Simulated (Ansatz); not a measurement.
# SiAsH3 (triplet): wave-function methods side by side at a displaced geometry (v1), cc-pVDZ

The task here is to estimate one member of a computed series from the others.

Computed with Ansatz 0.2.0, Gaussian basis. Level: cc-pVDZ, core rule «outside noble gas», up to 19 orbitals frozen.

The runs, in order: UHF; CCSD(T) on ROHF; CCSD(T) on UHF; BCCD(T) on ROHF; CISD; CCSDT(Q) on ROHF; CCSDT(Q) on UHF.

22 further runs of the same task are left out: 8 that didn't finish, 14 set aside as unsound or not needed.

## The system

The geometry is a PBE0/def2-TZVP stationary point (not a proven minimum) with its atoms shifted at random (size 0.040 Å). No spin-orbit coupling is included. The filled d shell of As may be among the frozen orbitals whatever the setting's name suggests; the logs give the count.

5 atoms, charge 0, spin multiplicity 3.

Atoms are counted from 1 here; the program's logs count them from 0.

Bond lengths: Si1–As2 2.368 Å, Si1–H3 1.457 Å, Si1–H4 1.431 Å, As2–H5 1.527 Å. Angles: As2–Si1–H3 108.5°, As2–Si1–H4 110.3°, H3–Si1–H4 105.9°, Si1–As2–H5 96.8°.

The first run:

File in.yaml:

```yaml
crystal:
  periodic: [false, false, false]
  atoms:
    - {symbol: Si, position_ang: [0.001602, -0.106967, 1.684797]}
    - {symbol: As, position_ang: [0.000768, 0.043887, -0.678175]}
    - {symbol: H, position_ang: [-1.155151, 0.617883, 2.195288]}
    - {symbol: H, position_ang: [1.149842, 0.555062, 2.225091]}
    - {symbol: H, position_ang: [-0.096433, -1.454571, -0.956256]}
basis:
  gaussian: {orbitals: cc-pVDZ}
magnetization: {spin_polarized: true, initial_magnetization: 2}
hamiltonian: {xc: hf}
output: {orbitals: {seedname: orbitals}}
```

Launch:

```sh
$ ansatz run in.yaml --threads 1 --pin off --events-out ev --progress --plain --max-ram 2393MiB
```

Steps of the session up to this table: UHF; CCSD(T) on ROHF; CCSD(T) on UHF; BCCD(T) on ROHF; CISD; CCSDT(Q) on ROHF; CCSDT(Q) on UHF.

One table of the session follows, with a row left open; its other results are not shown here.

| method | from UCCSDT(Q) (kJ/mol) |
| --- | --- |
| ROHF | +595.0 |
| UHF | +581.6 |
| RMP2 | +123.4 |
| UMP2 | +124.2 |
| CISD | +67.6 |
| RCCSD | +19.9 |
| UCCSD | +19.3 |
| RCCSD(T) | +4.2 |
| UCCSD(T) | +3.9 |
| BCCD(T) | +4.2 |
| RCCSDT | ? |
| UCCSDT | +0.8 |
| RCCSDT(Q) | +0.4 |
| UCCSDT(Q) | 0 |

Q: Estimate the row for RCCSDT from the others.

**Answer.** from UCCSDT(Q) (kJ/mol): +1.1. In the column «from UCCSDT(Q) (kJ/mol)» it lies between UCCSDT (+0.8) and UCCSD(T) (+3.9).

Among the levels timed on like hardware and quicker than the yardstick, those that no quicker one beats, quickest first: CISD (2.6 s, +67.6 kJ/mol); UCCSD(T) (3 s, +3.9 kJ/mol).

To keep in mind: Restricted and unrestricted rows rest on different reference determinants; where their highest levels disagree by more than a few hundredths of an eV, they describe different states and don't form one ladder.
